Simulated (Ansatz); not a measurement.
This script for a ladder of methods at one geometry of C3H6SiTe, SMILES CC1=C[Te][SiH2]1 with the Ansatz DFT code, driven from Python holds a mistake.

The script, `methods_c3h6site.py`:
```python
from pathlib import Path

import ansatz as az
import numpy as np

geometry_ang = [
    ("C", [-1.2413, -0.9781, 0.0845]),
    ("C", [-0.1913, 0.065, 0.1644]),
    ("C", [0.2806, 0.7793, 1.2274]),
    ("Te", [1.5665, 2.319, 0.2228]),
    ("Si", [1.216, 0.3925, -1.0097]),
    ("H", [-2.266, -0.4038, 0.1919]),
    ("H", [-1.2352, -1.4343, -0.9121]),
    ("H", [-1.1335, -1.6761, 0.8661]),
    ("H", [0.0124, 0.7964, 2.3242]),
    ("H", [2.3126, -0.5634, -0.7932]),
    ("H", [0.7446, 0.6464, -2.3457]),
]
c3h6site = az.Crystal.molecule()
for symbol, xyz in geometry_ang:
    c3h6site = c3h6site.atom(symbol, xyz)

model = (
    c3h6site.calculation()
    .basis(gaussian="def2-SVP")
    .spin("collinear", total=2)
)

print("functional    E (Ha)        dipole (D)   HOMO (eV)  LUMO (eV)")
for name in ["blyp", "b3lyp", "pbe0", "pbe", "lc_wpbe"]:
    data = model.functional(name).forces().orbitals().run(threads=1, backend="cpu", runs_dir="runs").report
    lines = Path(data["orbitals_path"]).read_text().splitlines()
    field_of = lambda key: [line.split("=")[1].strip() for line in lines if line.startswith(key)]
    orbitals = [(27.211386 * float(e), s, float(n)) for e, s, n in zip(field_of("Ene="), field_of("Spin="), field_of("Occup="))]
    homo = max(e for e, _, n in orbitals if n > 0.5)
    lumo = min(e for e, _, n in orbitals if n < 0.5)
    dipole = 4.803205 * np.linalg.norm(data["charge_distribution"]["dipole_moment_e_ang"])
    print(f"{name:10s} {data['free_energy_ev'] / 27.211386246:14.6f} {dipole:9.3f} {homo:11.3f} {lumo:10.3f}")
```

`python methods_c3h6site.py` gives:
```text
functional    E (Ha)        dipole (D)   HOMO (eV)  LUMO (eV)
blyp          -674.972615     1.505      -1.980     -4.424
b3lyp         -675.206669     1.659      -2.898     -4.007
pbe0          -674.848922     1.718      -3.151     -3.798
pbe           -674.786086     1.574      -2.177     -4.563
lc_wpbe       -674.955177     1.524      -5.481     -1.620
```

The script ran to its end, but the result can't be trusted. Why?

The fault: the spin state is higher than the ground state's. Mended:

```diff
--- before
+++ after
@@ -22,7 +22,3 @@
 
-model = (
-    c3h6site.calculation()
-    .basis(gaussian="def2-SVP")
-    .spin("collinear", total=2)
-)
+model = c3h6site.calculation().basis(gaussian="def2-SVP")
```

With that change:

Output of `python methods_c3h6site.py`:
```text
functional    E (Ha)        dipole (D)   HOMO (eV)  LUMO (eV)
blyp          -675.066344     1.610      -4.392     -1.767
b3lyp         -675.302907     1.677      -5.375     -1.261
pbe0          -674.944599     1.747      -5.637     -1.093
pbe           -674.879656     1.667      -4.612     -1.933
lc_wpbe       -675.055111     1.754      -8.124      1.128
```

Total energies depend on the basis set; only differences at equal settings carry meaning. The geometry is a force-field or estimated start, not a minimum of this method, and the basis set is short of its limit. A lower total doesn't mark the better method: functionals have no common bound, and MP2 and coupled cluster aren't variational. def2 sets replace the cores of elements past krypton by effective core potentials. b3lyp holds the VWN-RPA fit, as in Gaussian; the form of ORCA and Turbomole is b3lyp5. Levels such as HOMO and LUMO are orbital energies: with these approximate functionals they aren't the ionisation energy and electron affinity, and their gap isn't the fundamental gap. The whole script took 27 s on 1 thread of Intel(R) Xeon(R) Processor @ 2.30GHz, with other jobs on the host, peak memory 0.39 GiB.
